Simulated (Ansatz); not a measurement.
# B6As: one candidate structure

Aim: relax B6As from this start, structure listed in a database for this formula (R-3m, No. 166), and see where it ends.

Computed with Ansatz 0.2.0 (DFT r2SCAN, scalar-relativistic, plane waves, PAW, unless a step's input says otherwise).

## Step 1: Starting point

It takes space group R-3m (No. 166, trigonal). The conventional cell has a = 6.137 Å, b = 6.137 Å, c = 11.895 Å, α = 90.00°, β = 90.00°, γ = 120.00°. B (site symmetry m) is surrounded by 6 B at 1.77 to 1.90 Å. Around B (site symmetry m) lie 5 B at 1.73 to 1.81 Å. Around As (site symmetry 3m) lie 3 B at 2.00 Å.

Structure file:

```
CELL_PARAMETERS angstrom
3.06842 1.77155 3.96494
-3.06842 1.77155 3.96494
0.00000 -3.54311 3.96494
ATOMIC_POSITIONS crystal
B 0.01529 0.01529 0.32488
B 0.01529 0.32488 0.01529
B 0.82186 0.27249 0.82186
B 0.82186 0.82186 0.27249
B 0.27249 0.82186 0.82186
B 0.72751 0.17814 0.17814
B 0.17814 0.72751 0.17814
B 0.17814 0.17814 0.72751
B 0.98471 0.67512 0.98471
B 0.98471 0.98471 0.67512
B 0.67512 0.98471 0.98471
B 0.32488 0.01529 0.01529
As 0.60055 0.60055 0.60055
As 0.39945 0.39945 0.39945
```

## Step 2: Quick check of gap, pressure and forces

Contents of input.yaml:

```yaml
crystal:
  lattice:
    - [3.0684222178, 1.7715543935, 3.9649353976]
    - [-3.0684222178, 1.7715543935, 3.9649353976]
    - [0.0, -3.5431087869, 3.9649353976]
  atoms:
    - { symbol: B, position: [0.01528972, 0.01528972, 0.32487848] }
    - { symbol: B, position: [0.01528972, 0.32487848, 0.01528972] }
    - { symbol: B, position: [0.8218557, 0.27248649, 0.8218557] }
    - { symbol: B, position: [0.8218557, 0.8218557, 0.27248649] }
    - { symbol: B, position: [0.27248649, 0.8218557, 0.8218557] }
    - { symbol: B, position: [0.72751351, 0.1781443, 0.1781443] }
    - { symbol: B, position: [0.1781443, 0.72751351, 0.1781443] }
    - { symbol: B, position: [0.1781443, 0.1781443, 0.72751351] }
    - { symbol: B, position: [0.98471028, 0.67512152, 0.98471028] }
    - { symbol: B, position: [0.98471028, 0.98471028, 0.67512152] }
    - { symbol: B, position: [0.67512152, 0.98471028, 0.98471028] }
    - { symbol: B, position: [0.32487848, 0.01528972, 0.01528972] }
    - { symbol: As, position: [0.60055235, 0.60055235, 0.60055235] }
    - { symbol: As, position: [0.39944765, 0.39944765, 0.39944765] }
basis:
  ecutwfc: 500
kpoints:
  mp_grid: { grid: [6, 6, 6] }
hamiltonian:
  xc: r2scan
scf:
  occupations: { method: gaussian, width: 0.1 }
  lower_state_search: "off"
output:
  forces: true
  stress: true
  eigenvalues: true
```

Run with:

```console
ansatz run input.yaml --threads 1 --pin off --max-ram 2560MiB --backend cpu --events-out ev --progress --plain --runs-dir out
```

The log of the run (excerpt; [...] marks lines left out):

```text
Warning: RAYON_NUM_THREADS=1 ignored (pool sized by the plan → 1); use --threads N
[...]
Pseudopotentials: kind: paw
Pseudopotential: B, paw, valence charge 3, recommended cutoff 500 eV (meta_gga), B.paw.azcp
Pseudopotential: As, paw, valence charge 15, recommended cutoff 500 eV (meta_gga), As.paw.azcp
Functional definition: r2SCAN
[...]
Crystal: 14 atoms, lattice volume = 129.317 Å³
Basis set: ecut = 500 eV, 3285 PW (Γ), exchange–correlation on 160×160×160 points (64 copies of the dense FFT grid, shifted against one another)
Bands: 47, of which v1, the nominal top of the filled ones, is band 33 counted from 1 (32 counted from 0)
Symmetry: 12 space group operations
Space group: R-3m (ITA 166), of the structure as read, at distance tolerance 5.1e-5 Å
k-points: 32 of 216
[...]
SCF iter   1: F=-11610.710606 eV  HF=-11610.438194 eV  |F-HF|=2.72e-1  |Δ(HF+E_count)|=         —  Δρ=6.55e-3  dr2=5.15e-2  dr2_τ=1.63e0  ethr=1.77e-3  ⟨swp⟩=6.3  Hψ=6976  notcnv=0  defer=29
[...]
SCF iter   7: F=-11610.742467 eV  HF=-11610.742467 eV  |F-HF|=2.75e-9  |Δ(HF+E_count)|=   4.09e-7  Δρ=3.37e-6  dr2=1.44e-8  dr2_τ=1.34e-9  ethr=1.52e-10  ⟨swp⟩=9.5  Hψ=5707  notcnv=0
[...]
SCF converged after 7 iterations
Free energy (F): -11610.742467 eV
[...]
E sigma→0 (E₀):  -11610.742467 eV
Fermi energy:    9.705357 eV
[...]
--- Forces (eV/Å), atoms counted from 1 ---
  atom   1  B     -0.00000000    -0.00950773    -0.01924540
  atom   2  B     -0.00823394     0.00475387    -0.01924540
  atom   3  B     -0.01817474     0.01049319    -0.00192369
  atom   4  B      0.00000000    -0.02098639    -0.00192369
  atom   5  B      0.01817474     0.01049319    -0.00192369
  atom   6  B     -0.01817474    -0.01049319     0.00192369
  atom   7  B      0.01817474    -0.01049319     0.00192369
  atom   8  B     -0.00000000     0.02098639     0.00192369
[...]
--- Stress (GPa, compression-positive) ---
       -0.331728       0.000000       0.000000
        0.000000      -0.331728       0.000000
        0.000000       0.000000      -0.228340
  P = ⅓ Tr σ = -0.2973 GPa (-2.973 kbar)
--- Band table (eV; the first three rows and the last of 32) ---
[...]
```

Run time: 26 s. Hardware: 1 thread of Intel Xeon Platinum 8375C at 2.90GHz (Ice Lake), shared host; peak memory 0.79 GiB.

Read-out: pressure -0.3 GPa, largest force 0.04 eV/Å, gap on this mesh 2.88 eV.

## Step 3: Relaxing cell and atoms

Edit input.yaml of step 2 so:

```diff
@@ -27,4 +27,3 @@
 scf:
-  occupations: { method: gaussian, width: 0.1 }
-  lower_state_search: "off"
+  occupations: { method: gaussian, width: 0.02 }
 output:
@@ -33 +32,6 @@
   eigenvalues: true
+relax:
+  adjacent_minimum: "off"
+  f_tol: 0.01
+  max_steps: 80
+  cell: { stress_tol: 0.05 }
```

Run with:

```console
ansatz run input.yaml --threads 1 --pin off --max-ram 2560MiB --backend cpu --events-out ev --progress --plain --runs-dir out
```

The log of the run:

```text
Warning: RAYON_NUM_THREADS=1 ignored (pool sized by the plan → 1); use --threads N
Engine: ansatz 0.2.0, x86_64-unknown-linux-gnu
[... 4 set-up lines as earlier in the session ...]
  parameter k0 = 0.174
  parameter k1 = 0.065
  parameter a1 = 4.9479
  exchange = r2scan_x(k0 = k0, k1 = k1, a1 = a1)
  correlation = r2scan_c
Crystal: 14 atoms, lattice volume = 129.317 Å³
Basis set: ecut = 500 eV, 3285 PW (Γ), exchange–correlation on 160×160×160 points (64 copies of the dense FFT grid, shifted against one another)
Bands: 47, of which v1, the nominal top of the filled ones, is band 33 counted from 1 (32 counted from 0)
[... 2 set-up lines as earlier in the session ...]
k-points: 32 of 216
Non-local potential: B, projectors of the file, l = 0: 2, l = 1: 2, l = 2: 1
Non-local potential: As, projectors of the file, l = 0: 2, l = 1: 2, l = 2: 3, l = 3: 1
PAW form: soft (Blöchl's): semilocal exchange-correlation on the pseudo side does not see the compensation charge
PAW frozen core: B, regenerated for the run's functional (the file was generated under x = pbe(κ = 0.804, μ = 0.2195149727645171), c = pbe(β = 0.06672455060314922))
PAW frozen core: As, regenerated for the run's functional (the file was generated under x = pbe(κ = 0.804, μ = 0.2195149727645171), c = pbe(β = 0.06672455060314922))
PAW one-centre angular grid: B, 302 points (default); XC on 160 Gauss nodes
PAW one-centre angular grid: As, 590 points (default); XC on 160 Gauss nodes
Initial density: superposition of atomic densities (neutral atoms: chi_scale 0, normalization atom), corrected by the library's trained network
Initial wavefunctions: pseudopotential atomic-orbital guess
Functional: x = r2scan, c = r2scan; τ floored in thin density (d = 2e-4 eV/Å³)
SCF iter   1: F=—  HF=-11610.438318 eV  |F-HF|=—  |Δ(HF+E_count)|=         —  Δρ=6.54e-3  dr2=5.20e-2  dr2_τ=1.63e0  ethr=1.77e-3  ⟨swp⟩=6.2  Hψ=6625  notcnv=0  defer=54
preconditioner: auto → Resta (q_TF=auto, 2.439 Å⁻¹)  ε∞=4.1  [insulator: Δε(μ)=2.931 eV  Ē_g=12.646 eV  σ=0.020 eV  W_gap=1.00  n_scr=32 (ndim 8)  ℏωp=22.1 eV  f_vac=0.000  D(μ)=0.00/eV (n_scr^D=0)  ε∞_Penn≈4.1]
SCF iter   2: F=—  HF=-11610.742789 eV  |F-HF|=—  |Δ(HF+E_count)|=   3.04e-1  Δρ=4.46e-3  dr2=2.02e-2  dr2_τ=1.89e-4  ethr=7.88e-5  ⟨swp⟩=3.0  Hψ=2905  notcnv=0  defer=235
SCF iter   3: F=—  HF=-11610.743007 eV  |F-HF|=—  |Δ(HF+E_count)|=   2.18e-4  Δρ=6.86e-4  dr2=6.32e-4  dr2_τ=7.53e-5  ethr=3.07e-5  ⟨swp⟩=3.2  Hψ=2253  notcnv=0  defer=235
SCF iter   4: F=—  HF=-11610.742444 eV  |F-HF|=—  |Δ(HF+E_count)|=   5.64e-4  Δρ=3.14e-4  dr2=1.02e-4  dr2_τ=9.44e-6  ethr=9.58e-7  ⟨swp⟩=2.0  Hψ=2482  notcnv=0  defer=235
SCF iter   5: F=—  HF=-11610.742459 eV  |F-HF|=—  |Δ(HF+E_count)|=   1.56e-5  Δρ=1.04e-4  dr2=1.22e-5  dr2_τ=3.64e-7  ethr=1.54e-7  ⟨swp⟩=2.0  Hψ=1986  notcnv=0  defer=235
SCF iter   6: F=—  HF=-11610.742467 eV  |F-HF|=—  |Δ(HF+E_count)|=   7.40e-6  Δρ=1.87e-5  dr2=4.17e-7  dr2_τ=1.50e-8  ethr=1.84e-8  ⟨swp⟩=2.0  Hψ=1945  notcnv=0  defer=235
SCF iter   7: F=-11610.742467 eV  HF=-11610.742467 eV  |F-HF|=3.26e-9  |Δ(HF+E_count)|=   3.78e-7  Δρ=2.84e-6  dr2=7.71e-9  dr2_τ=4.90e-10  ethr=1.52e-10  ⟨swp⟩=11.0  Hψ=7279  notcnv=0
SCF 1 converged in 7 iterations: F = -11610.742467 eV  dr2 = 7.71e-9
relax step   1: F+E_penalty+E_count = -11610.74246717 eV  Δ(F+E_penalty+E_count) = +0.000e0 eV  max|allowed force component| = 3.710e-2 eV/Å  Δτ_max = 0.0000 Å  P = -0.297 GPa  Ω = 129.317 Å³  (7 SCF iters, dr2 threshold 1.00e-7 eV, accepted)
Crystal: 14 atoms, lattice volume = 129.205 Å³
Initial density: handed on by an earlier stage of this run
Initial wavefunctions: those handed on with the density
iter 1 solved again at ethr=1.68e-7 eV; its pass at ethr=3.10e-3 eV (dr2=1.11e-4 eV) is discarded
SCF iter   1: F=—  HF=-11610.742814 eV  |F-HF|=—  |Δ(HF+E_count)|=         —  Δρ=2.52e-4  dr2=9.93e-5  dr2_τ=6.59e-5  ethr=1.68e-7  ⟨swp⟩=3.1  Hψ=5587  notcnv=0
preconditioner: auto → Resta (q_TF=auto, 2.439 Å⁻¹)  ε∞=4.1  [insulator: Δε(μ)=2.881 eV  Ē_g=12.638 eV  σ=0.020 eV  W_gap=1.00  n_scr=32 (ndim 8)  ℏωp=22.2 eV  f_vac=0.000  D(μ)=0.00/eV (n_scr^D=0)  ε∞_Penn≈4.1]
SCF iter   2: F=—  HF=-11610.742890 eV  |F-HF|=—  |Δ(HF+E_count)|=   7.60e-5  Δρ=1.41e-4  dr2=2.57e-5  dr2_τ=3.17e-7  ethr=1.50e-7  ⟨swp⟩=2.0  Hψ=1905  notcnv=0
SCF iter   3: F=—  HF=-11610.742889 eV  |F-HF|=—  |Δ(HF+E_count)|=   1.01e-6  Δρ=2.18e-5  dr2=5.67e-7  dr2_τ=1.97e-8  ethr=3.90e-8  ⟨swp⟩=2.1  Hψ=2099  notcnv=0
SCF iter   4: F=-11610.742890 eV  HF=-11610.742890 eV  |F-HF|=1.42e-8  |Δ(HF+E_count)|=   1.91e-7  Δρ=4.59e-6  dr2=2.85e-8  dr2_τ=8.19e-10  ethr=4.18e-10  ⟨swp⟩=7.2  Hψ=6566  notcnv=0
SCF 2 converged in 4 iterations: F = -11610.742890 eV  dr2 = 2.85e-8
relax step   2: F+E_penalty+E_count = -11610.74288962 eV  Δ(F+E_penalty+E_count) = -4.225e-4 eV  max|allowed force component| = 1.098e-2 eV/Å  Δτ_max = 0.0027 Å  P = -0.099 GPa  Ω = 129.205 Å³  energy of the carried Pulay correction = +1.329e-5 eV  (4 SCF iters, dr2 threshold 2.76e-7 eV, accepted)
Crystal: 14 atoms, lattice volume = 129.133 Å³
iter 1 solved again at ethr=3.09e-8 eV; its pass at ethr=3.10e-3 eV (dr2=2.04e-5 eV) is discarded
SCF iter   1: F=—  HF=-11610.742946 eV  |F-HF|=—  |Δ(HF+E_count)|=         —  Δρ=9.95e-5  dr2=1.98e-5  dr2_τ=5.98e-6  ethr=3.09e-8  ⟨swp⟩=2.0  Hψ=5261  notcnv=0
preconditioner: auto → Resta (q_TF=auto, 2.440 Å⁻¹)  ε∞=4.1  [insulator: Δε(μ)=2.879 eV  Ē_g=12.641 eV  σ=0.020 eV  W_gap=1.00  n_scr=32 (ndim 8)  ℏωp=22.2 eV  f_vac=0.000  D(μ)=0.00/eV (n_scr^D=0)  ε∞_Penn≈4.1]
SCF iter   2: F=—  HF=-11610.742952 eV  |F-HF|=—  |Δ(HF+E_count)|=   6.32e-6  Δρ=5.73e-5  dr2=6.06e-6  dr2_τ=4.12e-8  ethr=2.99e-8  ⟨swp⟩=2.3  Hψ=1857  notcnv=0
SCF iter   3: F=-11610.742951 eV  HF=-11610.742951 eV  |F-HF|=1.77e-8  |Δ(HF+E_count)|=   1.22e-6  Δρ=7.54e-6  dr2=7.77e-8  dr2_τ=3.02e-9  ethr=1.41e-10  ⟨swp⟩=6.8  Hψ=7105  notcnv=0
SCF 3 converged in 3 iterations: F = -11610.742951 eV  dr2 = 7.77e-8
relax step   3: F+E_penalty+E_count = -11610.74295062 eV  Δ(F+E_penalty+E_count) = -6.100e-5 eV  max|allowed force component| = 4.919e-3 eV/Å  Δτ_max = 0.0004 Å  P = -0.000 GPa  Ω = 129.133 Å³  energy of the carried Pulay correction = +2.190e-5 eV  (3 SCF iters, dr2 threshold 9.28e-8 eV, accepted)
Initial wavefunctions: pseudopotential atomic-orbital guess (no wavefunctions were taken with the density)
iter 1 solved again at ethr=3.17e-7 eV; its pass at ethr=3.10e-3 eV (dr2=2.09e-4 eV) is discarded
SCF iter   1: F=—  HF=-11610.742925 eV  |F-HF|=—  |Δ(HF+E_count)|=         —  Δρ=7.43e-6  dr2=6.93e-8  dr2_τ=4.16e-9  ethr=3.17e-7  ⟨swp⟩=3.4  Hψ=10848  notcnv=0
eigensolver tolerance schedule: the retry pair's looser diagonalisation over-reported the residual by 3023.71 of it (diagonalisation noise at 0.45 of the residual, at the tolerance the schedule requests for it); recorded, not acted on — ethr = c·dr2/N_el stays at c = 1.0e-1
preconditioner: auto → Resta (q_TF=auto, 2.440 Å⁻¹)  ε∞=4.1  [insulator: Δε(μ)=2.878 eV  Ē_g=12.641 eV  σ=0.020 eV  W_gap=1.00  n_scr=32 (ndim 8)  ℏωp=22.2 eV  f_vac=0.000  D(μ)=0.00/eV (n_scr^D=0)  ε∞_Penn≈4.1]
SCF iter   2: F=—  HF=-11610.742924 eV  |F-HF|=—  |Δ(HF+E_count)|=   1.33e-6  Δρ=5.04e-6  dr2=3.73e-8  dr2_τ=4.87e-10  ethr=1.05e-10  ⟨swp⟩=2.6  Hψ=2659  notcnv=0
SCF iter   3: F=—  HF=-11610.742924 eV  |F-HF|=—  |Δ(HF+E_count)|=   1.22e-8  Δρ=1.18e-6  dr2=2.06e-9  dr2_τ=1.01e-10  ethr=5.66e-11  ⟨swp⟩=2.0  Hψ=2527  notcnv=0
SCF iter   4: F=—  HF=-11610.742924 eV  |F-HF|=—  |Δ(HF+E_count)|=   2.01e-9  Δρ=3.72e-7  dr2=1.47e-10  dr2_τ=1.19e-11  ethr=3.13e-12  ⟨swp⟩=2.0  Hψ=2553  notcnv=0
SCF iter   5: F=-11610.742924 eV  HF=-11610.742924 eV  |F-HF|=5.46e-12  |Δ(HF+E_count)|=  2.00e-11  Δρ=1.09e-7  dr2=1.00e-11  dr2_τ=4.63e-13  ethr=1.00e-12  ⟨swp⟩=4.8  Hψ=4667  notcnv=0
SCF 4 converged in 5 iterations: F = -11610.742924 eV  dr2 = 1.00e-11
relax step   4: F+E_penalty+E_count = -11610.74292362 eV  Δ(F+E_penalty+E_count) = +2.700e-5 eV  max|allowed force component| = 4.950e-3 eV/Å  Δτ_max = 0.0000 Å  P = -0.001 GPa  Ω = 129.133 Å³  stress off target by 1.15e-2 GPa  SCF on the basis re-selected at this cell (its energy is not comparable with the rows above)  (5 SCF iters)
basis re-selected at this cell: Δ(F+E_penalty+E_count) = +2.700e-5 eV, ΔP = -0.000 GPa vs the last step (what re-selecting the basis moved, of the pressure what is left beyond the Pulay correction that the steps carried, after the strain that the cell walked since its last selection, with what the two solves' SCF thresholds leave and, on support functions, any second-order correction that the steps lacked; it is no measure of the basis error at this ecutwfc). This SCF's stress stands 1.15e-2 GPa from its target on what of the cell is left free (relax.cell.stress_tol is 5.00e-2 GPa) and its largest allowed force component is 4.95e-3 eV/Å (relax.f_tol is 1.00e-2 eV/Å): within both
SCF converged after 5 iterations
Free energy (F): -11610.742924 eV
Harris-Foulkes:  -11610.742924 eV  (|F-HF|=5.46e-12)
Internal energy: -11610.742924 eV  (E = F + TS)
E sigma→0 (E₀):  -11610.742924 eV
Fermi energy:    9.731976 eV
--- Per-component energies (eV) ---
  E_band       = -420.364222
  E_kinetic    = 801.476642
  E_local      = -4296.949183  (includes V_loc(G=0)·N_el)
  E_nonlocal   = -1205.403918
  E_hartree    = 2256.786556
  E_xc         = -528.563321
  E_vxc        = -668.310370  (∫ρ·V_xc dr)
  E_paw        = -4658.232334  (= ΣΔE_a)
  E_vpaw       = 403.074675  (= ΣTr[D̂ρ^β])
  E_aug_tail   = -0.000031  (compensation charges beyond the density's cutoff)
  E_vtau       = 32.174885  (kinetic-family band-sum trace: ∫τ·v_τ [+ j·A + Jᵃ·Aᵃ] dr)
  E_ewald      = -3976.721215
  E_core_change = -3.136120  (= ΣΔE_core)
  E_smearing   = -0.000000  (= −TS)
  E_closure    = 0.000000  (closes the sum)
  Σ components = -11610.742924   (vs F -11610.742924, Δ=0.00e0)
--- Forces (eV/Å), atoms counted from 1 ---
  atom   1  B     -0.00000000    -0.00157380    -0.00349003
  atom   2  B     -0.00136295     0.00078690    -0.00349003
  atom   3  B      0.00248901    -0.00143703     0.00073697
  atom   4  B      0.00000000     0.00287406     0.00073697
  atom   5  B     -0.00248901    -0.00143703     0.00073697
  atom   6  B      0.00248901     0.00143703    -0.00073697
  atom   7  B     -0.00248901     0.00143703    -0.00073697
  atom   8  B     -0.00000000    -0.00287406    -0.00073697
  atom   9  B      0.00136295    -0.00078690     0.00349003
  atom  10  B      0.00000000     0.00157380     0.00349003
  atom  11  B     -0.00136295    -0.00078690     0.00349003
  atom  12  B      0.00136295     0.00078690    -0.00349003
  atom  13  As     0.00000000     0.00000000     0.00495031
  atom  14  As    -0.00000000    -0.00000000    -0.00495031
  max |Σ_I F_I| component: 1.21e-17 eV/Å
--- Stress (GPa, compression-positive) ---
       -0.006649       0.000000       0.000000
        0.000000      -0.006649       0.000000
        0.000000       0.000000       0.011453
  P = ⅓ Tr σ = -0.0006 GPa (-0.006 kbar)
--- Band table (eV; the first three rows and the last of 32) ---
  k-point 0: bands = ["-27.2153", "-27.1177", "-27.1177", "-27.0642", "-27.0642", "-27.0579", "-27.0208", "-27.0208", "-27.0157", "-27.0157", "-7.2583", "-3.9908", "-2.3973", "-2.3973", "-2.2113", "-1.0609", "0.4642", "0.4642", "1.7536", "1.7536", "2.3515", "3.5298", "3.6942", "3.6942", "4.7083", "5.9582", "6.0514", "6.0514", "6.9291", "8.0743", "8.0743", "8.2154", "8.2154", "13.0871", "13.3863", "13.3863", "13.5808", "14.5401", "14.5401", "15.8647", "16.1044", "16.3564", "17.0864", "17.1882", "17.1882", "17.4465", "17.6663"]
  k-point 1: bands = ["-27.2153", "-27.1178", "-27.1177", "-27.0642", "-27.0642", "-27.0579", "-27.0209", "-27.0206", "-27.0159", "-27.0156", "-7.1479", "-4.3564", "-2.4015", "-2.3385", "-2.1081", "-1.3211", "0.5670", "0.8034", "1.5045", "2.0992", "2.4591", "2.8952", "4.1648", "4.6217", "5.0078", "5.3057", "5.5137", "6.1671", "7.3012", "7.6556", "7.8244", "7.9077", "8.2250", "12.7811", "13.2284", "13.6862", "13.7803", "14.5707", "14.7407", "15.6225", "15.6679", "16.0947", "16.8084", "17.0891", "17.1729", "17.5394", "17.7147"]
  k-point 2: bands = ["-27.2153", "-27.1179", "-27.1177", "-27.0643", "-27.0641", "-27.0579", "-27.0210", "-27.0203", "-27.0161", "-27.0154", "-6.8545", "-5.0324", "-2.4250", "-2.4064", "-1.7792", "-1.6285", "0.6286", "0.9848", "1.3977", "2.3950", "2.9863", "3.4568", "4.0620", "4.4846", "5.2407", "5.8158", "5.9150", "6.4159", "6.5208", "6.6002", "7.3300", "7.6118", "8.2103", "11.8408", "13.1595", "13.3559", "13.8371", "14.5968", "15.1040", "15.4314", "16.0033", "16.4457", "16.5487", "16.9540", "17.3869", "17.8505", "17.9152"]
  k-point 31: bands = ["-27.2153", "-27.1180", "-27.1180", "-27.0642", "-27.0642", "-27.0580", "-27.0202", "-27.0202", "-27.0160", "-27.0160", "-6.5292", "-4.5305", "-2.7121", "-2.7121", "-2.6371", "-2.6044", "0.1969", "0.1969", "2.6797", "2.6797", "3.1454", "4.5034", "5.1794", "5.1794", "5.5817", "5.5817", "6.4614", "6.5014", "7.4374", "7.4374", "7.4643", "7.4643", "8.2931", "11.2644", "12.2537", "12.3310", "13.2115", "13.2115", "14.6441", "14.6441", "15.2099", "15.3363", "15.4730", "15.4730", "15.9740", "15.9740", "18.6456"]
--- Relaxed structure (3 steps of the walk, 3 accepted, 1 SCFs on fresh bases) ---
  F+E_penalty+E_count = -11610.74292362 eV   max|allowed force component| = 4.950e-3 eV/Å   (the final SCF, on the basis selected at the relaxed cell)
  cell:  # Å, volume = 129.1326 Å³
    - [3.0661280426443787, 1.77022985080726, 3.9651959123173994]
    - [-3.0661280426443787, 1.77022985080726, 3.9651959123173994]
    - [-1.0006657684114589e-19, -3.5404597015645165, 3.965195912339723]
  atoms:
    - { symbol: B, position: [0.015101814273953934, 0.015101814273953934, 0.3249404240381406] }
    - { symbol: B, position: [0.01510181427395392, 0.32494042403814055, 0.015101814273953934] }
    - { symbol: B, position: [0.8217379163311895, 0.2727458777731844, 0.8217379163311895] }
    - { symbol: B, position: [0.8217379163311895, 0.8217379163311895, 0.2727458777731844] }
    - { symbol: B, position: [0.2727458777731844, 0.8217379163311895, 0.8217379163311895] }
    - { symbol: B, position: [0.7272541222268155, 0.17826208366881036, 0.1782620836688104] }
    - { symbol: B, position: [0.17826208366881036, 0.7272541222268155, 0.1782620836688104] }
    - { symbol: B, position: [0.17826208366881038, 0.17826208366881038, 0.7272541222268156] }
    - { symbol: B, position: [0.9848981857260461, 0.6750595759618594, 0.9848981857260461] }
    - { symbol: B, position: [0.984898185726046, 0.984898185726046, 0.6750595759618594] }
    - { symbol: B, position: [0.6750595759618594, 0.9848981857260461, 0.9848981857260461] }
    - { symbol: B, position: [0.32494042403814055, 0.01510181427395392, 0.015101814273953934] }
    - { symbol: As, position: [0.6003546059867008, 0.6003546059867008, 0.6003546059867009] }
    - { symbol: As, position: [0.39964539401329896, 0.39964539401329896, 0.39964539401329896] }
```

It took 85 s on 1 thread of Intel Xeon Platinum 8375C at 2.90GHz (Ice Lake), shared host; peak memory 0.81 GiB.

The steps of the relaxation:

```
step  energy from step 1 (eV/cell)  largest force component (eV/Å)  pressure (GPa)  volume (Å³)
   1                        0.0000                          0.0371           -0.30       129.32
   2                       -0.0004                          0.0110           -0.10       129.21
   3                       -0.0005                          0.0049            0.00       129.13
   4                       -0.0005                          0.0050            0.00       129.13
```

Step 1 is the start. Step 4 repeats the geometry before it on a plane-wave basis chosen anew for that cell, so its energy need not be comparable with the rows above.

|  | before | after | change |
| --- | --- | --- | --- |
| a (Å) | 5.317 | 5.316 | 0.0 % |
| b (Å) | 5.317 | 5.316 | 0.0 % |
| c (Å) | 5.317 | 5.316 | 0.0 % |
| α (°) | 70.49 | 70.45 | -0.1 % |
| β (°) | 70.49 | 70.45 | -0.1 % |
| γ (°) | 70.49 | 70.45 | -0.1 % |
| volume (Å³/atom) | 9.24 | 9.22 | -0.1 % |
| shortest distance (Å) | 1.729 | 1.729 | 0.0 % |
| space group (0.01 Å) | R-3m | R-3m | same |

Forces and stress were held to the start's 12 operations: a distortion of lower symmetry was not tested.

## Step 4: Results

Formation energies count from the elements, computed with the same settings in runs not shown here.

| quantity | value |
| --- | --- |
| cell (conventional) | a = 6.132 Å, b = 6.132 Å, c = 11.896 Å, α = 90.00°, β = 90.00°, γ = 120.00° |
| space group | R-3m (No. 166) |
| volume | 9.22 Å³/atom |
| gap on the mesh | 2.88 eV |
| formation energy from the elements | -0.209 eV/atom |

What this shows: The space group stayed R-3m, and from the first guess the volume went from 9.24 to 9.22 Å³/atom. With -0.21 eV/atom it lies under the elements, which doesn't yet make it stable against other compounds of them.

These are semilocal Kohn-Sham gaps, which aren't the measured quantity. Such gaps usually fall short of the measured ones.
